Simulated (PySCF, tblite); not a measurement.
# C5H13FSSi: geometry, infrared bands and NMR shifts

Wanted: the infrared bands and NMR shifts of C5H13FSSi (`CCS[C@@](C)(F)[SiH2]C`), by calculation.

Programs: tblite 0.8.0 and PySCF 2.14.0, with density-fitted response routines of our own. Each step states its level of theory. These are calculated values for one molecule in the gas phase, unless marked as measured. Atoms are numbered from 0 throughout.

**1. The molecule as given**

21 atoms, charge 0, multiplicity 1; geometry from: force field or distance geometry start.

Bonds of the start (Å): C0–C1 1.51, C1–S2 1.80, S2–C3 1.82, C3–C4 1.50, C3–F5 1.39, C3–Si6 1.87, Si6–C7 1.86, C0–H8 1.11, C0–H9 1.12, C0–H10 1.11, C1–H11 1.12, C1–H12 1.10, C4–H13 1.12, C4–H14 1.12, C4–H15 1.11, Si6–H16 1.46, Si6–H17 1.48, C7–H18 1.10, C7–H19 1.11, C7–H20 1.10.

**2. Optimising the geometry with GFN2-xTB**

The job: settings as JSON, then the geometry in Å.

```
{"job": {"kind": "relax", "xc": "GFN2-xTB", "basis": "xTB"}, "charge": 0, "multiplicity": 1}
C      3.231700     0.698200     0.775300
C      2.195000    -0.227300     0.185000
S      0.574200     0.542500     0.108300
C     -0.616800    -0.793200    -0.230300
C     -0.674100    -1.016100    -1.713800
F     -0.180500    -1.984300     0.334300
Si    -2.330800    -0.335900     0.366100
C     -2.343900     1.501300     0.642400
H      3.960000     0.999700    -0.000700
H      2.681500     1.606800     1.138400
H      3.806900     0.216900     1.587300
H      2.094500    -1.119400     0.848500
H      2.521800    -0.494200    -0.829700
H     -1.647100    -1.478400    -2.005800
H     -0.497600    -0.064000    -2.270500
H      0.102700    -1.758100    -2.009600
H     -3.297900    -0.759300    -0.639900
H     -2.585600    -1.077900     1.618900
H     -2.600200     2.009100    -0.299800
H     -3.069600     1.730400     1.444500
H     -1.333200     1.820200     0.950900
```

The run is started by

```
$ OMP_NUM_THREADS=1 python probes_run.py task.json out
```

This one command runs all jobs of the session in turn.

**Question.** This job is followed by: GFN2-xTB harmonic vibrations, gas phase; GIAO PBE0/pcSseg-1 NMR shielding, non-relativistic, gas phase. Predict these results of the whole session: strongest single infrared mode (GFN2-xTB); zero-point energy (GFN2-xTB); ¹³C shifts against TMS (PBE0/pcSseg-1); ¹H shifts against TMS (PBE0/pcSseg-1, means over atoms taken as alike); ³³S shifts against CS2 (PBE0/pcSseg-1); ¹⁹F shifts against CFCl3 (PBE0/pcSseg-1); ²⁹Si shifts against TMS (PBE0/pcSseg-1); surface potential, 1st and 99th percentile.

As calculated:

```
                                                              quantity                                         value
                             strongest single infrared mode (GFN2-xTB)                         2237 cm⁻¹, 347 km/mol
                                          zero-point energy (GFN2-xTB)                                103.6 kcal/mol
                                ¹³C shifts against TMS (PBE0/pcSseg-1)             104.6, 28.2, 25.6, 14.7, -7.8 ppm
¹H shifts against TMS (PBE0/pcSseg-1, means over atoms taken as alike)  4.34, 4.28, 3.06, 2.97, 1.83, 1.35, 0.24 ppm
                                ³³S shifts against CS2 (PBE0/pcSseg-1)                                        83 ppm
                              ¹⁹F shifts against CFCl3 (PBE0/pcSseg-1)                                    -189.2 ppm
                               ²⁹Si shifts against TMS (PBE0/pcSseg-1)                                     -31.6 ppm
                                 surface potential, 1st and 99th percentile                            -1.15 V and 0.90 V
```

What this shows: Relaxing lowered the energy by 0.643 eV in 226 steps; the close pair that moved most is C3–Si6, from 1.872 to 1.936 Å. No mode is imaginary among the 57: a minimum at this level. The strongest single mode, at 2237 cm⁻¹, moves mainly H16. Unscaled tight-binding wavenumbers are off by several per cent, some by more. Its intensities can rank the bands wrongly. C3 (fully substituted sp3 carbon bonded to F and S and Si) lies farthest downfield among carbon, at 104.6 ppm; deshielded by the electronegative neighbour. At PBE0/pcSseg-1: The largest span, 415 ppm, is at S2, where the paramagnetic term is -641 ppm.
